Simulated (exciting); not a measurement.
# InAu3 (P-6m2) in exciting: reference runs

Reference runs on InAu3: the cell as given.

Program: exciting (release sodium). These are calculated values, not measurements. Logs are shortened: lines on timing, memory, paths and dates and some standing lists are left out, and cuts for length are marked.

## 1. The structure

The structure is hexagonal, space group P-6m2 (No. 187). The conventional cell has a = 3.161 Å, b = 3.161 Å, c = 9.058 Å, α = 90.00°, β = 90.00°, γ = 120.00°. Au (site symmetry 3m) is surrounded by 3 In at 2.90 Å and 9 Au at 2.92 to 3.16 Å. Au (site symmetry -6m2) is surrounded by 12 Au at 2.92 to 3.16 Å. In (site symmetry -6m2) has 6 Au at 2.90 Å and 6 In at 3.16 Å as nearest neighbours.

The cell comes from a database or a generator and needn't be the stable form of this composition.

## 2. Single point, PBEsol

input.xml reads:

```xml
<input>
  <title>InAu3</title>
  <structure speciespath="./" tshift="false">
    <crystal scale="1">
      <basevect>5.972649114286 0.000000000000 0.000000000000</basevect>
      <basevect>-2.986324557143 5.172465860783 0.000000000000</basevect>
      <basevect>0.000000000000 0.000000000000 17.116336103257</basevect>
    </crystal>
    <species speciesfile="Au.xml" rmt="2.3">
      <atom coord="0.333333333300 0.666666666700 0.751605000000"/>
      <atom coord="0.333333333300 0.666666666700 0.248395000000"/>
      <atom coord="0.666666666700 0.333333333300 0.500000000000"/>
    </species>
    <species speciesfile="In.xml" rmt="2.3">
      <atom coord="0.666666666700 0.333333333300 0.000000000000"/>
    </species>
  </structure>
  <groundstate do="fromscratch" ngridk="10 10 3" rgkmax="9" gmaxvr="14" lmaxapw="10" lmaxmat="10" lmaxvr="8" xctype="GGA_PBE_SOL" stype="Fermi Dirac" swidth="0.00183747" nempty="26" ValenceRelativity="iora*" epsengy="1e-05" epspot="1e-05" maxscl="60" tforce="true" outputlevel="normal"/>
  <properties>
    <chargedensityplot>
      <plot3d>
        <box grid="16 16 46">
          <origin coord="0 0 0"/>
          <point coord="1 0 0"/>
          <point coord="0 1 0"/>
          <point coord="0 0 1"/>
        </box>
      </plot3d>
    </chargedensityplot>
    <elfplot>
      <plot3d>
        <box grid="16 16 46">
          <origin coord="0 0 0"/>
          <point coord="1 0 0"/>
          <point coord="0 1 0"/>
          <point coord="0 0 1"/>
        </box>
      </plot3d>
    </elfplot>
    <exccplot>
      <plot3d>
        <box grid="16 16 46">
          <origin coord="0 0 0"/>
          <point coord="1 0 0"/>
          <point coord="0 1 0"/>
          <point coord="0 0 1"/>
        </box>
      </plot3d>
    </exccplot>
  </properties>
</input>
```

Potentials or basis: all-electron LAPW+lo, shipped species files, valence relativity iora*.

Launch:

```sh
$ OMP_NUM_THREADS=1 exciting_smp
```

INFO.OUT:

```text
================================================================================
EXCITING SODIUM started
[... 10 lines left out ...]

 Lattice vectors (cartesian) :
      5.9726491143      0.0000000000      0.0000000000
     -2.9863245571      5.1724658608      0.0000000000
      0.0000000000      0.0000000000     17.1163361033

 Reciprocal lattice vectors (cartesian) :
      1.0519930414      0.6073684657     -0.0000000000
      0.0000000000      1.2147369313      0.0000000000
      0.0000000000     -0.0000000000      0.3670870488

 Unit cell volume                           :     528.7805108045
 Brillouin zone volume                      :       0.4690986305

 Species :    1 (Au)
     parameters loaded from                 :    Au.xml
     name                                   :    gold
     nuclear charge                         :     -79.00000000
     electronic charge                      :      79.00000000
     atomic mass                            :  359048.05590000
     muffin-tin radius                      :       2.30000000
     # of radial points in muffin-tin       :     450

     atomic positions (lattice) :
       1 :   0.33333333  0.66666667  0.75160500
       2 :   0.33333333  0.66666667  0.24839500
       3 :   0.66666667  0.33333333  0.50000000

 Species :    2 (In)
     parameters loaded from                 :    In.xml
     name                                   :    indium
     nuclear charge                         :     -49.00000000
     electronic charge                      :      49.00000000
     atomic mass                            :  209300.41010000
     muffin-tin radius                      :       2.30000000
     # of radial points in muffin-tin       :     400

     atomic positions (lattice) :
       1 :   0.66666667  0.33333333  0.00000000

 Total number of atoms per unit cell        :       4

 Spin treatment                             :    spin-unpolarised

 Number of Bravais lattice symmetries       :      24
 Number of crystal symmetries               :      12

 k-point grid                               :      10   10    3
 Total number of k-points                   :      44
 k-point set is reduced with crystal symmetries

 R^MT_min * |G+k|_max (rgkmax)              :       9.00000000
 Species with R^MT_min                      :       1 (Au)
 Maximum |G+k| for APW functions            :       3.91304348
 Maximum |G| for potential and density      :      14.00000000

 G-vector grid sizes                        :      27    27    80
 Total number of G-vectors                  :   24455

 Maximum angular momentum used for
     APW functions                          :      10
     computing H and O matrix elements      :      10
     potential and density                  :       8
     inner part of muffin-tin               :       2

 Total nuclear charge                       :    -286.00000000
 Total electronic charge                    :     286.00000000
 Total core charge                          :     174.00000000
 Total valence charge                       :     112.00000000

 Number of empty states                     :      26
 Total number of valence states             :      83

 Maximum Hamiltonian size                   :     644
 Maximum number of plane-waves              :     549
 Total number of local-orbitals             :      95

 Exchange-correlation type                  :      22
[... 23 lines left out ...]
+ SCF iteration number :    1                                                  +
++++++++++++++++++++++++++++++++++++++++++++++++++++++++++++++++++++++++++++++++
 Total energy                               :    -62943.05394515
 _______________________________________________________________
 Fermi energy                               :         0.37012852
 Kinetic energy                             :     71861.06475844
 Coulomb energy                             :   -133567.25791290
 Exchange energy                            :     -1217.56039692
 Correlation energy                         :       -19.30039377

 DOS at Fermi energy (states/Ha/cell)       :        33.38707959

 Electron charges :
     core                                   :       174.00000000
     core leakage                           :         0.00527237
     valence                                :       112.00000000
     interstitial                           :         9.82516695
     charge in muffin-tin spheres :
                  atom     1    Au          :        76.47111315
                  atom     2    Au          :        76.47111315
                  atom     3    Au          :        76.51430954
                  atom     4    In          :        46.71829720
     total charge in muffin-tins            :       276.17483305
     total charge                           :       286.00000000
[... 262 lines left out ...]
 Electron charges :
     core                                   :       174.00000000
     core leakage                           :         0.00499246
     valence                                :       112.00000000
     interstitial                           :         9.16068046
     charge in muffin-tin spheres :
                  atom     1    Au          :        76.72559933
                  atom     2    Au          :        76.72559933
                  atom     3    Au          :        76.70491967
                  atom     4    In          :        46.68320122
     total charge in muffin-tins            :       276.83931954
     total charge                           :       286.00000000

 RMS change in effective potential (target) :  0.147291E-02  ( 0.100000E-04)
 Absolute change in total energy   (target) :  0.454068      ( 0.100000E-04)
 Charge distance                   (target) :  0.386260E-04  ( 0.100000E-04)
 Abs. change in max-nonIBS-force   (target) :  0.374322E-01  ( 0.500000E-04)

++++++++++++++++++++++++++++++++++++++++++++++++++++++++++++++++++++++++++++++++
[... 11 further cycles ...]
+ SCF iteration number :   22                                                  +
++++++++++++++++++++++++++++++++++++++++++++++++++++++++++++++++++++++++++++++++
 Total energy                               :    -63008.61866718
 _______________________________________________________________
 Fermi energy                               :         0.33482033
 Kinetic energy                             :     71815.42560970
 Coulomb energy                             :   -133586.09880948
 Exchange energy                            :     -1218.63526413
 Correlation energy                         :       -19.31020327

 DOS at Fermi energy (states/Ha/cell)       :        22.77481405

 Electron charges :
     core                                   :       174.00000000
     core leakage                           :         0.00499196
     valence                                :       112.00000000
     interstitial                           :         9.16188955
     charge in muffin-tin spheres :
                  atom     1    Au          :        76.72707786
                  atom     2    Au          :        76.72707786
                  atom     3    Au          :        76.70066085
                  atom     4    In          :        46.68329389
     total charge in muffin-tins            :       276.83811045
     total charge                           :       286.00000000
[... 267 lines left out ...]
 Electron charges :
     core                                   :       174.00000000
     core leakage                           :         0.00499201
     valence                                :       112.00000000
     interstitial                           :         9.16200808
     charge in muffin-tin spheres :
                  atom     1    Au          :        76.72701899
                  atom     2    Au          :        76.72701899
                  atom     3    Au          :        76.70066734
                  atom     4    In          :        46.68328661
     total charge in muffin-tins            :       276.83799192
     total charge                           :       286.00000000

 RMS change in effective potential (target) :  0.538690E-08  ( 0.100000E-04)
 Absolute change in total energy   (target) :  0.480701E-05  ( 0.100000E-04)
 Charge distance                   (target) :  0.598788E-09  ( 0.100000E-04)
 Abs. change in max-nonIBS-force   (target) :  0.169826E-06  ( 0.500000E-04)

++++++++++++++++++++++++++++++++++++++++++++++++++++++++++++++++++++++++++++++++
| Convergency criteria checked for the last 2 iterations                       +
| Convergence targets achieved. Performing final SCF iteration                 +
++++++++++++++++++++++++++++++++++++++++++++++++++++++++++++++++++++++++++++++++
 Total energy                               :    -63008.56281976
 _______________________________________________________________
 Fermi energy                               :         0.33482419
 Kinetic energy                             :     71815.44306816
 Coulomb energy                             :   -133586.06191072
 Exchange energy                            :     -1218.63378497
 Correlation energy                         :       -19.31019223

 DOS at Fermi energy (states/Ha/cell)       :        22.77923561

 Electron charges :
     core                                   :       174.00000000
     core leakage                           :         0.00499201
     valence                                :       112.00000000
     interstitial                           :         9.16200807
     charge in muffin-tin spheres :
                  atom     1    Au          :        76.72701899
                  atom     2    Au          :        76.72701899
                  atom     3    Au          :        76.70066734
                  atom     4    In          :        46.68328661
     total charge in muffin-tins            :       276.83799193
     total charge                           :       286.00000000

++++++++++++++++++++++++++++++++++++++++++++++++++++++++++++++++++++++++++++++++
+ Self-consistent loop stopped                                                 +
++++++++++++++++++++++++++++++++++++++++++++++++++++++++++++++++++++++++++++++++
 STATE.OUT is written

--------------------------------------------------------------------------------
- Writing atomic positions and forces                                          -
--------------------------------------------------------------------------------

 Atomic positions (lattice) :
 atom     1  Au  :     0.33333333    0.66666667    0.75160500
 atom     2  Au  :     0.33333333    0.66666667    0.24839500
 atom     3  Au  :     0.66666667    0.33333333    0.50000000
 atom     4  In  :     0.66666667    0.33333333    0.00000000

 Total atomic forces including IBS (cartesian) :
 atom     1  Au  :    -0.00000000    0.00000000   -0.00424547
 atom     2  Au  :    -0.00000000    0.00000000    0.00424547
 atom     3  Au  :    -0.00000000   -0.00000000    0.00000000
 atom     4  In  :     0.00000000    0.00000000    0.00000000

 Atomic force components including IBS (cartesian) :
 atom     1  Au  :    -0.00000000    0.00000000   -0.45006871   HF force
                 :    -0.00000000   -0.00000000    0.33233963   core correction
                 :     0.00000000   -0.00000000    0.11348361   IBS correction
 atom     2  Au  :    -0.00000000    0.00000000    0.45006871   HF force
                 :     0.00000000   -0.00000000   -0.33233963   core correction
                 :    -0.00000000    0.00000000   -0.11348361   IBS correction
 atom     3  Au  :     0.00000000   -0.00000000    0.00000000   HF force
                 :    -0.00000000    0.00000000    0.00000000   core correction
                 :     0.00000000   -0.00000000    0.00000000   IBS correction
 atom     4  In  :    -0.00000000    0.00000000    0.00000000   HF force
                 :    -0.00000000    0.00000000    0.00000000   core correction
                 :     0.00000000    0.00000000    0.00000000   IBS correction

********************************************************************************
* Groundstate module stopped                                                   *
********************************************************************************

================================================================================
| EXCITING SODIUM stopped                                                      =
================================================================================
```

Run time: 9.7 min. Hardware: 1 thread of AMD EPYC 9R45 (Zen 5), shared host; peak memory 0.22 GiB.

Results:

* Free energy: -1714550.3469 eV
* Largest force: 0.218 eV/Å
* Band gap on the k mesh: none (metal or under the smearing width)
* All electrons inside the program's atomic spheres: Au 76.73, 76.70; In 46.68 (radii Au 2.3, In 2.3 bohr)

Forces on the atoms (eV/Å):
```
Au   0.000  0.000 -0.218
Au   0.000  0.000  0.218
Au   0.000  0.000  0.000
In   0.000  0.000  0.000
```

Levels at points of the mesh, in eV from the Fermi level:
| k point | band 52 | band 53 | band 54 | band 55 | band 56 | band 57 | band 58 | band 59 | band 60 | band 61 |
| --- | --- | --- | --- | --- | --- | --- | --- | --- | --- | --- |
| (0.00, 0.00, 0.00) | -3.75 | -3.04 | -3.04 | -2.42 | -2.42 | -0.85 | 2.14 | 10.78 | 10.78 | 10.90 |
| (0.50, 0.00, 0.00) | -2.34 | -2.29 | -2.12 | -1.48 | -0.54 | -0.01 | 1.29 | 1.56 | 5.40 | 5.70 |

Caveat: the log's total energy holds no entropy term; the free energy is that total less TS from the occupations; the basis of Au and Ba changes in steps between geometries, so energy differences can be off by several meV.
